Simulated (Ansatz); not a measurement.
# F2HO2Si radical: up Jacob's ladder to CCSD(T)

The task here is to estimate one member of a computed series from the others.

Method: functionals in def2-TZVPP, the program's frozen cores in correlated methods; program: Ansatz 0.2.0, Gaussian basis.

Plan: LDA (SPW92), PBE-D4, revPBE-D4, BLYP-D4, r2SCAN-D4, B97M-V, PBE0-D4, B3LYP-D4, r2SCANh-D4, r2SCAN0-D4, HSE06-D4, BHLYP-D4, CAM-B3LYP-D4, LC-ωPBE, ωB97X-V, ωB97M-V, B2PLYP, PBE-QIDH; CCSD(T)/def2-SVP; CCSD(T)/def2-TZVPP; MP2/def2-QZVPP; extrapolation to the limit; RPA on PBE.

**Structure used throughout**

An earlier PBE0-D4 in a triple-zeta def2 set relaxation fixed the geometry.

SMILES `[O][Si](O)(F)F`, 6 atoms, charge 0, spin multiplicity 2.

Atoms are counted from 1 here; the program's logs count them from 0.

Bond lengths: O1–Si2 1.650 Å, Si2–O3 1.610 Å, Si2–F4 1.568 Å, Si2–F5 1.574 Å, O3–H6 0.959 Å. Angles: O1–Si2–O3 107.3°, O1–Si2–F4 113.2°, O1–Si2–F5 107.7°, O3–Si2–F4 107.3°, O3–Si2–F5 114.6°, F4–Si2–F5 107.0°, Si2–O3–H6 119.4°.

As a file:

```xyz
6
charge 0, multiplicity 2
O     0.49368   -1.26548   -1.06887
Si   -0.22319    0.00754   -0.30287
O     0.20686   -0.06216    1.24659
F    -1.78972   -0.04322   -0.35473
F     0.21823    1.32309   -1.04594
H     1.13614   -0.02388    1.47961
```

The first run:

in.yaml reads:

```yaml
crystal:
  periodic: [false, false, false]
  atoms:
    - {symbol: O, position_ang: [0.493679, -1.265477, -1.068869]}
    - {symbol: Si, position_ang: [-0.223191, 0.007541, -0.302872]}
    - {symbol: O, position_ang: [0.206862, -0.062162, 1.246594]}
    - {symbol: F, position_ang: [-1.789720, -0.043215, -0.354728]}
    - {symbol: F, position_ang: [0.218229, 1.323093, -1.045940]}
    - {symbol: H, position_ang: [1.136142, -0.023880, 1.479614]}
basis:
  gaussian: {orbitals: def2-TZVPP}
magnetization: {spin_polarized: true, initial_magnetization: 1}
hamiltonian: {xc: lda}
output: {orbitals: {seedname: orbitals}}
```

The run is started by

```bash
$ ansatz run in.yaml --threads 4 --pin off --events-out ev --progress --plain --max-ram 10444MiB
```

Among the steps run: LDA; PBE-D4 (GGA); revPBE-D4 (GGA); BLYP-D4 (GGA); r2SCAN-D4 (meta-GGA); B97M-V (meta-GGA); B3LYP-D4 (hybrid); r2SCANh-D4 (hybrid); r2SCAN0-D4 (hybrid); HSE06-D4 (hybrid); BHLYP-D4 (hybrid); CAM-B3LYP-D4 (range-separated); LC-ωPBE (range-separated); ωB97X-V (range-separated); ωB97M-V (range-separated); B2PLYP (double hybrid); PBE-QIDH (double hybrid).

One table of the session follows, with a row left open; its other results are not shown here.

It belongs to the step «Orbital energies across the functionals». 

| functional | HOMO (eV) | LUMO (eV) | gap (eV) |
| --- | --- | --- | --- |
| LDA (SPW92) | -8.06 | -7.76 | 0.29 |
| PBE-D4 | -7.98 | -7.11 | 0.87 |
| revPBE-D4 | -7.91 | -6.94 | 0.98 |
| BLYP-D4 | -7.90 | -7.08 | 0.82 |
| r2SCAN-D4 | -8.55 | -6.47 | 2.08 |
| B97M-V | -8.65 | -6.39 | 2.27 |
| PBE0-D4 | -10.05 | -5.43 | 4.62 |
| B3LYP-D4 | -9.74 | -6.00 | 3.74 |
| r2SCANh-D4 | -9.29 | -5.85 | 3.44 |
| r2SCAN0-D4 | -10.39 | -4.91 | 5.47 |
| HSE06-D4 | -9.63 | -5.83 | 3.79 |
| BHLYP-D4 | -11.93 | -3.71 | 8.22 |
| CAM-B3LYP-D4 | ? | ? | ? |
| LC-ωPBE | -13.10 | -2.85 | 10.25 |
| ωB97X-V | -12.67 | -3.17 | 9.49 |
| ωB97M-V | -12.57 | -3.18 | 9.39 |

Estimate the missing values for CAM-B3LYP-D4.

As computed: HOMO (eV): -11.66; LUMO (eV): -4.36; gap (eV): 7.30. In the column «HOMO (eV)» it lies between BHLYP-D4 (-11.93) and r2SCAN0-D4 (-10.39).
